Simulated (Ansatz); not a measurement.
# GdAg2: the cost of one run

Program: Ansatz 0.2.0. Level of theory: DFT, PBEsol, all-electron LAPW, scalar-relativistic. These are calculated values, not measurements.

### 1 The structure to begin with

Symmetry: I4/mmm, No. 139, tetragonal system. Conventional cell: a = 3.743 Å, b = 3.743 Å, c = 9.352 Å, α = 90.00°, β = 90.00°, γ = 90.00°. Around Gd (site symmetry 4/mmm) lie 10 Ag at 3.06 to 3.10 Å. Ag (site symmetry 4mm) is surrounded by 5 Ag at 3.01 to 3.24 Å and 5 Gd at 3.06 to 3.10 Å.

Coordinates:

```
CELL_PARAMETERS angstrom
-1.87150 1.87150 4.67600
1.87150 -1.87150 4.67600
1.87150 1.87150 -4.67600
ATOMIC_POSITIONS crystal
Gd 0.00000 0.00000 0.00000
Ag 0.32700 0.32700 0.00000
Ag 0.67300 0.67300 0.00000
```

Atoms are numbered in the order of the input: Gd1, Ag2, Ag3.

### 2 Spiral at q = 0, LAPW

File input.yaml:

```yaml
crystal:
  lattice:
    - [-1.8715, 1.8715, 4.676]
    - [1.8715, -1.8715, 4.676]
    - [1.8715, 1.8715, -4.676]
  atoms:
    - { symbol: Gd, position: [0.0, 0.0, 0.0], spin: 7.0, spin_axis: [1.0, 0.0, 0.0] }
    - { symbol: Ag, position: [0.327, 0.327, 0.0] }
    - { symbol: Ag, position: [0.673, 0.673, 0.0] }
magnetization:
  noncollinear: true
  spin_spiral: { q: [0.0, 0.0, 0.0] }
kpoints:
  mp_grid: { grid: [12, 12, 12] }
scf:
  occupations: { method: fermi_dirac, width: 0.05 }
hamiltonian:
  xc: pbesol
  pseudopotentials: { kind: all_electron, lapw: { basis_error: 0.001 } }
output:
  eigenvalues: false
```

Started as:

```
$ ansatz run input.yaml --threads 2 --pin off --max-ram 6144MiB --backend cpu --events-out ev --progress --plain --runs-dir out
```

**Question.** How long does this run take on 2 threads of AMD EPYC 7R43 (Zen 3), shared host, and how much memory does it need?

About 12 min, with a peak of 2.7 GiB.
